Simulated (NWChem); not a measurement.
# SnH2F2 (SMILES [F][SnH2][F]) at B3LYP/def2-SVP (core potential)

Aim: the electronic atomisation energy of SnH2F2 at B3LYP/def2-SVP (core potential), from 4 runs. 

Program for the calculation: NWChem 7.3.0.

14 further runs of the same task are left out: 2 that didn't finish, 12 set aside as unsound or not needed.

## (1) The molecule

SnH2F2 has 5 atoms, charge 0, and is taken as a singlet. As SMILES, `[F][SnH2][F]`. Geometry: relaxed at PBE0-D4/def2-TZVP.

Bond lengths: F1–Sn2 1.909 Å, Sn2–F3 1.909 Å, Sn2–H4 1.692 Å, Sn2–H5 1.692 Å. Angles: F1–Sn2–F3 103.3°, F1–Sn2–H4 107.1°, F1–Sn2–H5 107.1°, F3–Sn2–H4 107.1°, F3–Sn2–H5 107.1°, H4–Sn2–H5 123.6°.

## (2) Energy and gradient at B3LYP/def2-SVP (core potential)

Contents of nw.nw:

```
start nw
memory total 2200 mb
charge 0

geometry units atomic noautosym nocenter noautoz
 F     -0.64912092    -0.67330942     3.29076907
 Sn     0.24358570    -0.13832795    -0.16289439
 F     -2.32663080     2.09891881    -1.34624089
 H     -0.16516206    -2.92359529    -1.68015550
 H      2.99181440     1.49685206    -0.17952398
end

basis spherical bse
 * library def2-SVP
end

ecp bse
 Sn library def2-SVP
end

dft
 xc b3lyp
 grid xfine
 convergence energy 1e-08
 iterations 100
 mulliken
end

task dft gradient
```

Command:

```bash
nwchem nw.nw > nw.out
```

Standard output:

```text
[...]
          Wavefunction type:  closed shell.
          No. of atoms     :     5
          No. of electrons :    42
[...]
          Charge           :     0
          Spin multiplicity:     1
[...]
          AO basis - number of functions:    64
[...]
              XC Information
              --------------
                         B3LYP Method XC Potential
                     Hartree-Fock (Exact) Exchange  0.200
                        Slater Exchange Functional  0.800 local
                    Becke 1988 Exchange Functional  0.720 non-local
              Lee-Yang-Parr Correlation Functional  0.810
                  VWN I RPA Correlation Functional  0.190 local
[...]
 d= 0,ls=0.0,diis     1   -415.0063659016 -5.60D+02  3.36D-02  9.08D-01     3.2
[...]
 d= 0,ls=0.0,diis     8   -415.1241749596  2.45D-09  1.63D-06  4.34D-08    12.6
         Total DFT energy =     -415.124174959550
      One electron energy =     -944.976954779709
           Coulomb energy =      425.133763995974
    Exchange-Corr. energy =      -39.890721351894
 Nuclear repulsion energy =      144.609737176078
[...]
      Total Density - Mulliken Population Analysis
     ---------------------------------------------
    Atom       Charge   Shell Charges
 -----------   ------   -------------------------------------------------------
    1 F    9     9.43   1.99  1.12  0.84  3.32  2.15  0.00
    2 Sn  22    20.97   0.42  1.60  1.05  0.13  2.76  3.25  1.23  0.30  9.74  0.49
    3 F    9     9.43   1.99  1.12  0.84  3.32  2.15  0.00
    4 H    1     1.09   0.69  0.39  0.01
    5 H    1     1.09   0.69  0.39  0.01
[...]
  wavefunction    = closed shell
                         DFT ENERGY GRADIENTS
    atom               coordinates                        gradient
                 x          y          z           x          y          z
   1 F      -0.649121  -0.673309   3.290769    0.003873   0.002461  -0.015402
   2 Sn      0.243586  -0.138328  -0.162894   -0.011643   0.005719   0.007656
   3 F      -2.326631   2.098919  -1.346241    0.011376  -0.009952   0.005382
   4 H      -0.165162  -2.923595  -1.680156    0.000190   0.003678   0.002130
   5 H       2.991814   1.496852  -0.179524   -0.003796  -0.001906   0.000234
[...]
```

Wall time 16 s (1 thread of INTEL XEON PLATINUM 8581C at 2.10GHz (Emerald Rapids), shared host); peak memory 0.13 GiB.

## (3) The F atom: a single-point energy at UB3LYP/def2-SVP

Contents of run.py:

```python
from ase import Atoms
from ase.calculators.nwchem import NWChem

mol = Atoms('F', positions=[
    [0.000000, 0.000000, 0.000000],
])

calc = NWChem(
    label='sp',
    theory='dft',
    memory='2200 mb',
    basis='def2-SVP',
    basispar='spherical bse',
    dft={'xc': 'b3lyp', 'mult': '2', 'grid': 'xfine', 'convergence': 'energy 1e-08', 'iterations': '100', 'mulliken': None, 'print': 'low'},
    task='energy',
)
mol.calc = calc

print("Total energy (eV):", round(mol.get_potential_energy(), 6))
```

Run the same way, it converges to -99.64047 Eh (log not shown).

## (4) The H atom: a single-point energy at UB3LYP/def2-SVP

Contents of input.xyz:

```xyz
1
H
H      0.000000     0.000000     0.000000
```

Contents of run.py:

```python
from ase.io import read
from ase.calculators.nwchem import NWChem

mol = read('input.xyz')

calc = NWChem(
    label='input',
    theory='dft',
    memory='2200 mb',
    basis='def2-SVP',
    basispar='spherical bse',
    dft={'xc': 'b3lyp', 'mult': '2', 'grid': 'xfine', 'convergence': 'energy 1e-08', 'iterations': '100', 'mulliken': None},
    task='energy',
)
mol.calc = calc

print("Total energy (eV):", round(mol.get_potential_energy(), 6))
```

Run the same way, it converges to -0.50126 Eh (log not shown).

## (5) The Sn atom: the energy at UB3LYP/def2-SVP (core potential)

Contents of geom.nw:

```
start geom
title "Sn"
memory total 2200 mb
charge 0

geometry units angstroms noautosym nocenter noautoz
  Sn       0.000000       0.000000       0.000000
end

basis "ao basis" spherical bse
  * library def2-SVP
end

ecp bse
  Sn library def2-SVP
end

dft
  xc b3lyp
  mult 3
  grid xfine
  convergence energy 1e-08
  iterations 100
  mulliken
  noprint "final vectors analysis"
end

task dft
```

Run the same way, it converges to -214.32235 Eh (log not shown).

## (6) Summary of results

At B3LYP/def2-SVP (core potential):

```
                                  quantity          value
                    molecule: total energy  -415.12417 Eh
                   molecule: dipole moment         3.32 D
                     molecule: HOMO energy       -9.40 eV
                     molecule: LUMO energy       -0.96 eV
                   molecule: HOMO–LUMO gap        8.44 eV
        molecule: largest force on an atom     0.826 eV/Å
                      F atom: total energy   -99.64047 Eh
                              F atom: ⟨S²⟩          0.751
                      H atom: total energy    -0.50126 Eh
H atom: HOMO energy (highest over α and β)       -8.69 eV
                              H atom: ⟨S²⟩          0.750
                     Sn atom: total energy  -214.32235 Eh
                             Sn atom: ⟨S²⟩          2.002
             electronic atomisation energy      14.105 eV
```

In words: Taking the molecule apart into free atoms costs 14.11 eV (325 kcal/mol), before zero-point energy and without spin-orbit coupling. The largest force (molecule) is 0.83 eV/Å: the shape isn't a stationary point for this species at this level. Mulliken charges (molecule) run from -0.43 on F1 to +1.03 on Sn2.
